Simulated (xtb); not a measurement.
# GFN2-xTB run of CH4FGeO (SMILES C[O][GeH][F])

Wanted: a structure relaxation of CH4FGeO. 

Program for the calculation: xtb 6.7.1.

5 further runs of the same task are left out: 5 set aside as unsound or not needed.

## Step 1: Starting point

CH4FGeO: 8 atoms, total charge 0, spin state doublet. SMILES: `C[O][GeH][F]`. All atoms were displaced at random from a relaxed shape. The run starts from this shape.

Bond lengths: C1–O2 1.396 Å, O2–Ge3 1.897 Å, Ge3–F4 1.771 Å, C1–H5 1.187 Å, C1–H6 1.110 Å, C1–H7 1.114 Å, Ge3–H8 1.681 Å. Angles: C1–O2–Ge3 133.0°, O2–Ge3–F4 93.9°, O2–C1–H5 100.1°, O2–C1–H6 118.5°, O2–C1–H7 112.5°, O2–Ge3–H8 95.4°, F4–Ge3–H8 90.7°, H5–C1–H6 106.0°, H5–C1–H7 101.6°, H6–C1–H7 115.0°.

## Step 2: A geometry optimisation at GFN2-xTB

struc.tmol

```
$coord
     -1.261770133413      1.946304524797      0.679224260974  c
     -0.030443487868      0.002607822052     -0.610135873858  o
      1.350209316045     -3.136643010699      0.435109440195  ge
      1.043279998883     -4.540879596647     -2.586487044037  f
     -1.724507369550      3.322195218876     -1.031280237992  h
     -0.164935296157      3.084051932651      2.057118064745  h
     -3.191067123088      1.396469811576      1.316118656757  h
      4.366684642479     -2.359587628253     -0.187082886338  h
$end
```

Started as:

```console
$ xtb struc.tmol -u 1 --gfn 2 --opt lax -P 1 > run.log
```

**Question.** What will come out? Wanted: total energy at the end; dipole moment; HOMO energy; LUMO energy; dispersion energy; mean polarisability.

Answer, from the run:

At GFN2-xTB:

```
                      quantity         value
       total energy at the end  -14.93518 Eh
                 dipole moment        4.08 D
   HOMO energy (partly filled)     -10.32 eV
                   LUMO energy      -4.51 eV
             dispersion energy  -8.91 kJ/mol
mean polarisability (D4 model)    56.3 bohr³
```

In words: At the final geometry: Bond lengths: C1–O2 1.398 Å, O2–Ge3 1.781 Å, Ge3–F4 1.802 Å, C1–H5 1.094 Å, C1–H6 1.093 Å, C1–H7 1.093 Å, Ge3–H8 1.655 Å. Angles: C1–O2–Ge3 141.5°, O2–Ge3–F4 95.9°, O2–C1–H5 107.1°, O2–C1–H6 111.8°, O2–C1–H7 111.1°, O2–Ge3–H8 99.5°, F4–Ge3–H8 93.3°, H5–C1–H6 109.2°, H5–C1–H7 108.1°, H6–C1–H7 109.5°. The optimisation took 8 steps and changed the energy by -0.284 eV. Mulliken charges run from -0.33 on O2 to +0.37 on Ge3.
